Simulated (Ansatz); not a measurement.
# Ni: the cost of one run

Method: DFT r2SCAN, scalar-relativistic, plane waves, PAW, in Ansatz 0.2.0.

## 1. The starting structure

It takes space group Pm-3m (No. 221, cubic). Conventional cell: a = 2.230 Å, b = 2.230 Å, c = 2.230 Å, α = 90.00°, β = 90.00°, γ = 90.00°. Ni (site symmetry m-3m) has 6 Ni at 2.23 Å as nearest neighbours.

Structure file:

```
Ni
1.0
     2.23044    0.00000    0.00000
     0.00000    2.23044    0.00000
     0.00000    0.00000    2.23044
Ni
1
Direct
  0.00000 0.00000 0.00000
```

This is candidate A: simple cubic type (Pm-3m, No. 221).

(A quick probe on a coarse mesh, which set the mesh and smearing, is not shown.)

## 3. A loose first relaxation (candidate A)

Contents of input.yaml:

```yaml
crystal:
  lattice:
    - [2.2304398288, 0.0, 0.0]
    - [0.0, 2.2304398288, 0.0]
    - [0.0, 0.0, 2.2304398288]
  atoms:
    - { symbol: Ni, position: [0.0, 0.0, 0.0], spin: 0.83 }
basis:
  ecutwfc: 500
kpoints:
  mp_grid: { grid: [8, 8, 8] }
hamiltonian:
  xc: r2scan
scf:
  occupations: { method: gaussian, width: 0.1 }
  lower_state_search: "off"
output:
  forces: true
  stress: true
  eigenvalues: true
  populations: true
magnetization:
  spin_polarized: true
relax:
  adjacent_minimum: "off"
  f_tol: 0.04
  max_steps: 70
  cell: { stress_tol: 0.4 }
```

Q: Estimate wall time and peak memory on 1 thread of an x86-64 CPU, shared host.

About 16 s, with a peak of 0.33 GiB.
